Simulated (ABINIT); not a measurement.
# Hg2O (F-43m) in ABINIT: a series of runs

Aim: see how the results for Hg2O move with the level of theory and the settings. Levels: LDA, PBE. Tasks: single point.

All numbers are computed with ABINIT 10.8.3 (patched build); they aren't measurements. Logs are shortened: lines on timing, memory, paths and dates and some standing lists are left out, and cuts for length are marked. The log counts tension as positive stress, the text compression.

## (1) Starting point

Symmetry: F-43m, No. 216, cubic system. The conventional cell has a = 6.563 Å, b = 6.563 Å, c = 6.563 Å, α = 90.00°, β = 90.00°, γ = 90.00°. Hg (site symmetry -43m) is surrounded by 4 Hg at 2.84 Å and 4 O at 2.84 Å. Around Hg (site symmetry -43m) lie 4 Hg at 2.84 Å. O (site symmetry -43m) is surrounded by 4 Hg at 2.84 Å.

The cell was built by a generator and needn't be a form met in nature.

## (2) Single point, LDA (cell strained at random)

run.abi

```
# Pseudopotentials
pp_dirpath "./"
pseudos "Hg.LDA_PW-JTH.xml, O.LDA_PW-JTH.xml"

# Structure
acell 4.6098977821 4.590114522 4.6470604912 Angstrom
rprim
    -0.0027573279     0.7125960607     0.7015691351
     0.7033436714    -0.0089697108     0.7107933766
     0.6978482432     0.7161454012    -0.0119830590
ntypat 2
znucl 80 8
natom 3
typat 1 1 2
xcart
     6.1025492660     6.2094454037     6.0859565258
     9.1538238991     9.3141681056     9.1289347887
     3.0512746330     3.1047227019     3.0429782629
chkprim 0
chksymtnons 0
tolsym 1.0e-6

# Plane-wave basis
ecut 19.0
pawecutdg 38.0

# k points
kptopt 1
ngkpt 5 5 5
nshiftk 1
shiftk 0.0 0.0 0.0

# Exchange and correlation
ixc 7

# Bands and occupations
nband 19
occopt 3
tsmear 0.00183747

# SCF cycle
nstep 100
tolvrs 1.0e-9

# Output
iomode 3
prtwf 0
prteig 0
prtebands 0
enunit 2
prtvol 2
prtden 1
prtvha 1
prtvclmb 1
prtpot 1
```

Potentials or basis: JTH PAW LDA v2.0.

Command:

```
> abinit run.abi > log 2>&1
```

run.abo:

```text
.Version 10.8.3 of ABINIT
 Symmetries : space group P1 (#  1); Bravais aP (primitive triclinic)
================================================================================
 Values of the parameters that define the memory need of the present run
     intxc =       0    ionmov =       0      iscf =      17    lmnmax =      18
     lnmax =       6     mgfft =      36  mpssoang =       3    mqgrid =    3001
     natom =       3  nloc_mem =       2    nspden =       1   nspinor =       1
    nsppol =       1      nsym =       1    n1xccc =       1    ntypat =       2
    occopt =       3   xclevel =       1
       mpw =        1900          nfft =       46656          nkpt =          63
 PAW method is used; the additional fine FFT grid is defined by:
   mgfftf=        50    nfftf =    125000
================================================================================
================================================================================

--------------------------------------------------------------------------------
------------- Echo of variables that govern the present computation ------------
--------------------------------------------------------------------------------
 -outvars: echo values of preprocessed input variables --------
            acell      8.7114442766E+00  8.6740593331E+00  8.7816716189E+00 Bohr
              amu      2.00590000E+02  1.59994000E+01
          chkprim           0
      chksymtnons           0
             ecut      1.90000000E+01 Hartree
           enunit           2
              ixc           7
         kptrlatt        5    0    0      0    5    0      0    0    5
          kptrlen      4.33702967E+01
            natom           3
            nband          19
            ngfft          36      36      36
          ngfftdg          50      50      50
             nkpt          63
            nstep         100
             nsym           1
           ntypat           2
           occopt           3
        pawecutdg      3.80000000E+01 Hartree
        prtebands           0
           prteig           0
           prtpot           1
         prtvclmb           1
           prtvha           1
           prtvol           2
            prtwf           0
            rprim     -2.7573279000E-03  7.1259606070E-01  7.0156913510E-01
                       7.0334367140E-01 -8.9697108000E-03  7.1079337660E-01
                       6.9784824320E-01  7.1614540120E-01 -1.1983059000E-02
          spgroup           1
           tolsym      1.00000000E-06
           tolvrs      1.00000000E-09
           tsmear      1.83747000E-03 Hartree
            typat      1  1  2
           useylm           1
           xangst      3.2293299978E+00  3.2858969978E+00  3.2205494978E+00
                       4.8439949967E+00  4.9288454967E+00  4.8308242467E+00
                       1.6146649989E+00  1.6429484989E+00  1.6102747489E+00
            xcart      6.1025492660E+00  6.2094454037E+00  6.0859565258E+00
                       9.1538238991E+00  9.3141681056E+00  9.1289347887E+00
                       3.0512746330E+00  3.1047227019E+00  3.0429782629E+00
             xred      4.9999999969E-01  4.9999999964E-01  4.9999999965E-01
                       7.4999999953E-01  7.4999999947E-01  7.4999999949E-01
                       2.4999999985E-01  2.4999999982E-01  2.4999999983E-01
            znucl       80.00000    8.00000

================================================================================

 chkinp: Checking input parameters for consistency.

================================================================================
== DATASET  1 ==================================================================

--- !DatasetInfo
iteration_state: {dtset: 1, }
dimensions: {natom: 3, nkpt: 63, mband: 19, nsppol: 1, nspinor: 1, nspden: 1, mpw: 1900, }
cutoff_energies: {ecut:  19.0, pawecutdg:  38.0, }
electrons: {nelect:   3.00000000E+01, charge:   0.00000000E+00, occopt:   3.00000000E+00, tsmear:   1.83747000E-03, }
meta: {optdriver: 0, ionmov: 0, optcell: 0, iscf: 17, paral_kgb: 0, }
[... 442 lines left out ...]
   0.26518    0.27115    0.27321
      occupation numbers for kpt#   1
   2.00000    2.00000    2.00000    2.00000    2.00000    2.00000    2.00000    2.00000
   2.00000    2.00000    2.00000    2.00000    2.00000    2.00000    2.00000    0.00000
   0.00000    0.00000    0.00000
 kpt#   2, nband= 19, wtk=  0.01600, kpt=  0.2000  0.0000  0.0000 (reduced coord)
  -0.52224   -0.20929   -0.20617   -0.20520   -0.19427   -0.19374   -0.18649   -0.16422
  -0.16199   -0.14525   -0.14491   -0.13916    0.00851    0.01024    0.01056    0.12818
   0.23689    0.24470    0.26613
      occupation numbers for kpt#   2
   2.00000    2.00000    2.00000    2.00000    2.00000    2.00000    2.00000    2.00000
   2.00000    2.00000    2.00000    2.00000    2.00000    2.00000    2.00000    0.00000
   0.00000    0.00000    0.00000
 kpt#   3, nband= 19, wtk=  0.01600, kpt=  0.4000  0.0000  0.0000 (reduced coord)
[... 472 lines left out ...]
  -0.52047   -0.21189   -0.20954   -0.20036   -0.19600   -0.18388   -0.17765   -0.17016
  -0.16608   -0.14080   -0.13875   -0.09454   -0.04957   -0.01395    0.03467    0.06308
   0.14913    0.18421    0.34400
      occupation numbers for kpt#  62
   2.00000    2.00000    2.00000    2.00000    2.00000    2.00000    2.00000    2.00000
   2.00000    2.00000    2.00000    2.00000    2.00000    2.00000    1.96694    0.00002
   0.00000    0.00000    0.00000
 kpt#  63, nband= 19, wtk=  0.01600, kpt= -0.2000 -0.2000  0.4000 (reduced coord)
  -0.52061   -0.21065   -0.20923   -0.20095   -0.19348   -0.18937   -0.18723   -0.16519
  -0.16190   -0.14303   -0.14021   -0.10435   -0.03599    0.00359    0.04008    0.04482
   0.15456    0.20581    0.32003
      occupation numbers for kpt#  63
   2.00000    2.00000    2.00000    2.00000    2.00000    2.00000    2.00000    2.00000
   2.00000    2.00000    2.00000    2.00000    2.00000    2.00000    1.51718    0.38424
   0.00000    0.00000    0.00000
 Fermi (or HOMO) energy (eV) =   1.14776   Average Vxc (eV)=  -9.45869
 Eigenvalues (   eV  ) for nkpt=  63  k points:
 kpt#   1, nband= 19, wtk=  0.00800, kpt=  0.0000  0.0000  0.0000 (reduced coord)
 -14.23415   -5.62977   -5.58835   -5.49669   -5.44795   -5.40811   -4.77022   -4.46083
  -4.38573   -4.35842   -3.96549   -3.95195    0.29372    0.29901    0.31056    5.62506
   7.21585    7.37839    7.43445
 kpt#   2, nband= 19, wtk=  0.01600, kpt=  0.2000  0.0000  0.0000 (reduced coord)
 -14.21097   -5.69501   -5.61014   -5.58391   -5.28634   -5.27186   -5.07465   -4.46861
  -4.40791   -3.95258   -3.94326   -3.78682    0.23165    0.27874    0.28733    3.48793
   6.44605    6.65864    7.24176
 kpt#   3, nband= 19, wtk=  0.01600, kpt=  0.4000  0.0000  0.0000 (reduced coord)
 -14.17448   -5.69273   -5.59043   -5.57326   -5.29289   -5.23616   -5.20323   -4.36961
  -4.35892   -3.99575   -3.94600   -3.02770   -0.03109    0.23981    0.24150    1.55263
   5.64881    5.86810    6.95849
 kpt#   4, nband= 19, wtk=  0.01600, kpt=  0.0000  0.2000  0.0000 (reduced coord)
 -14.21182   -5.68685   -5.64853   -5.52388   -5.31652   -5.29204   -5.09316   -4.42340
  -4.39544   -3.96039   -3.94708   -3.80697    0.24029    0.27241    0.28966    3.45802
   6.58226    6.65014    7.29460
 kpt#   5, nband= 19, wtk=  0.01600, kpt=  0.2000  0.2000  0.0000 (reduced coord)
[... 220 lines left out ...]
 -14.16385   -5.78066   -5.68170   -5.42369   -5.35106   -5.03000   -4.86439   -4.59892
  -4.50170   -3.83411   -3.77898   -2.60316   -1.32082   -0.39886    0.92952    1.76324
   4.04900    5.03769    9.37355
 kpt#  61, nband= 19, wtk=  0.01600, kpt=  0.4000 -0.2000  0.4000 (reduced coord)
 -14.16070   -5.75268   -5.67139   -5.51307   -5.37159   -4.81467   -4.76293   -4.69826
  -4.58625   -3.86228   -3.75236   -2.24401   -1.65783   -0.27953    0.34718    1.77110
   4.28593    5.33258    7.92715
 kpt#  62, nband= 19, wtk=  0.01600, kpt= -0.4000 -0.2000  0.4000 (reduced coord)
 -14.16262   -5.76581   -5.70198   -5.45198   -5.33354   -5.00371   -4.83412   -4.63025
  -4.51936   -3.83125   -3.77551   -2.57254   -1.34890   -0.37959    0.94346    1.71640
   4.05793    5.01272    9.36081
 kpt#  63, nband= 19, wtk=  0.01600, kpt= -0.2000 -0.2000  0.4000 (reduced coord)
 -14.16661   -5.73210   -5.69333   -5.46802   -5.26492   -5.15298   -5.09472   -4.49508
  -4.40557   -3.89215   -3.81536   -2.83945   -0.97929    0.09778    1.09051    1.21957
   4.20579    5.60048    8.70857
 Total charge density [el/Bohr^3]
)     Maximum=    1.0480E+00  at reduced coord.    0.2600    0.2400    0.2400
)Next maximum=    1.0478E+00  at reduced coord.    0.2400    0.2600    0.2400
)     Minimum=    8.2875E-04  at reduced coord.    0.0000    0.0000    0.0000
)Next minimum=    8.3418E-04  at reduced coord.    0.0000    0.0000    0.0200
   Integrated=    3.0000E+01

--- !EnergyTerms
iteration_state     : {dtset: 1, }
comment             : Components of total free energy in Hartree
kinetic             :  2.78690619665215E+01
hartree             :  2.26567052141337E+01
xc                  : -9.11921716438270E+00
Ewald energy        : -8.01775333667945E+01
psp_core            :  5.52323712923318E+00
local_psp           : -6.89717130821953E+01
PAW spherical_terms :  1.43535882550909E+00
internal            : -1.00784100477975E+02
'-kT*entropy'       : -7.87042196467328E-04
total_energy        : -1.00784887520171E+02
total_energy_eV     : -2.74249650206914E+03
...

--- !EnergyTermsDC
iteration_state     : {dtset: 1, }
comment             : '"Double-counting" decomposition of free energy'
band_energy         : -4.87144986873745E+00
Ewald energy        : -8.01775333667945E+01
psp_core            :  5.52323712923318E+00
xc_dc               : -2.03936088606679E+01
PAW spherical_terms : -8.64773610001892E-01
internal            : -1.00784128576969E+02
'-kT*entropy'       : -7.87042196467328E-04
total_energy_dc     : -1.00784915619165E+02
total_energy_dc_eV  : -2.74249726668170E+03
...

--- !EnergyTermsWithPAWCore
iteration_state     : {dtset: 1, }
comment             : 'Components of total free energy, including PAW core contributions'
Total energy        : -3.92986975959912E+04
Total energy DC     : -3.92986976240902E+04
Total energy (eV)   : -1.06937203924852E+06
Total energy DC (eV): -1.06937204001313E+06
...

 Cartesian components of stress tensor (hartree/bohr^3)
  sigma(1 1)=  3.75360227E-04  sigma(3 2)=  4.37109072E-06
  sigma(2 2)=  3.69254566E-04  sigma(3 1)=  8.09283352E-07
  sigma(3 3)=  3.71523456E-04  sigma(2 1)= -1.47726383E-07

-Cartesian components of stress tensor (GPa)         [Pressure= -1.0946E+01 GPa]
- sigma(1 1)=  1.10434791E+01  sigma(3 2)=  1.28601929E-01
- sigma(2 2)=  1.08638444E+01  sigma(3 1)=  2.38099383E-02
- sigma(3 3)=  1.09305975E+01  sigma(2 1)= -4.34626024E-03

== END DATASET(S) ==============================================================
================================================================================

 -outvars: echo values of variables after computation  --------
            acell      8.7114442766E+00  8.6740593331E+00  8.7816716189E+00 Bohr
           etotal     -1.0078491562E+02
            fcart     -2.9237372516E-03 -1.0146390298E-03 -5.1689112215E-05
                       1.5744336377E-03  4.6794735781E-04  2.1086975493E-05
                       1.3493036139E-03  5.4669167196E-04  3.0602136722E-05
            rprim     -2.7573279000E-03  7.1259606070E-01  7.0156913510E-01
                       7.0334367140E-01 -8.9697108000E-03  7.1079337660E-01
                       6.9784824320E-01  7.1614540120E-01 -1.1983059000E-02
           strten      3.7536022675E-04  3.6925456620E-04  3.7152345607E-04
                       4.3710907216E-06  8.0928335218E-07 -1.4772638305E-07
           xangst      3.2293299978E+00  3.2858969978E+00  3.2205494978E+00
                       4.8439949967E+00  4.9288454967E+00  4.8308242467E+00
                       1.6146649989E+00  1.6429484989E+00  1.6102747489E+00
             xred      4.9999999969E-01  4.9999999964E-01  4.9999999965E-01
                       7.4999999953E-01  7.4999999947E-01  7.4999999949E-01
                       2.4999999985E-01  2.4999999982E-01  2.4999999983E-01
 Calculation completed.
```

Wall time 6.3 min (1 thread of Arm Neoverse V1, shared host); peak memory 0.17 GiB.

What came out:

```yaml
Free_energy: -2742.4973 eV
Pressure: -10.9 GPa
Largest_force: 0.159 eV/Å
Valence_electrons_inside_the_program's_atomic_spheres: Hg 9.86, 9.91; O 4.29
```

Forces in eV/Å, atoms in the order of the input:
```
Hg  -0.150 -0.052 -0.003
Hg   0.081  0.024  0.001
O    0.069  0.028  0.002
```

Stress tensor (GPa, compression positive):
```
-11.04   0.00  -0.02
  0.00 -10.86  -0.13
 -0.02  -0.13 -10.93
```

## (3) Single point, PBE, spin-orbit coupling, no magnetisation

run.abi

```
# Pseudopotentials
pp_dirpath "./"
pseudos "Hg.GGA_PBE-ansatz.xml, O.GGA_PBE-ansatz.xml"

# Structure
acell 3*1.0
rprim
     0.0000000000     6.2009462849     6.2009462849
     6.2009462849     0.0000000000     6.2009462849
     6.2009462849     6.2009462849     0.0000000000
ntypat 2
znucl 80 8
natom 3
typat 1 1 2
xcart
     6.2009462849     6.2009462849     6.2009462849
     9.3014194273     9.3014194273     9.3014194273
     3.1004731424     3.1004731424     3.1004731424

# Plane-wave basis
ecut 380.959407 eV
pawecutdg 28.0
pawxcdev 0

# k points
kptopt 4
ngkpt 5 5 5
nshiftk 1
shiftk 0.0 0.0 0.0

# Exchange and correlation
ixc 11

# Bands and occupations
nband 56
occopt 3
tsmear 0.00183747

# Spin
nspinor 2
nspden 1
pawspnorb 1

# SCF cycle
nstep 100
tolvrs 1.0e-9

# Output
iomode 3
prtwf 0
prtden 0
prteig 0
prtebands 0
enunit 2
```

Potentials or basis: Ansatz PAW PBE default generated set, frozen core.

Command:

```
> abinit run.abi > log 2>&1
```

It took 2.2 min on 1 thread of Arm Neoverse V1, shared host; peak memory 0.26 GiB.

Results (log left out):

```
Free energy                                           : -8903.1640 eV
Valence electrons inside the program's atomic spheres : Hg 18.43, 18.49; O 5.29
```

Levels at points of the mesh, in eV from the Fermi level:
```tsv
k point	band 44	band 45	band 46	band 47	band 48	band 49
(0.00, 0.00, 0.00)	-0.87	-0.84	-0.84	4.54	4.54	5.11
```

Caveat: the cutoff is too short for stress, so the log's stress isn't used.
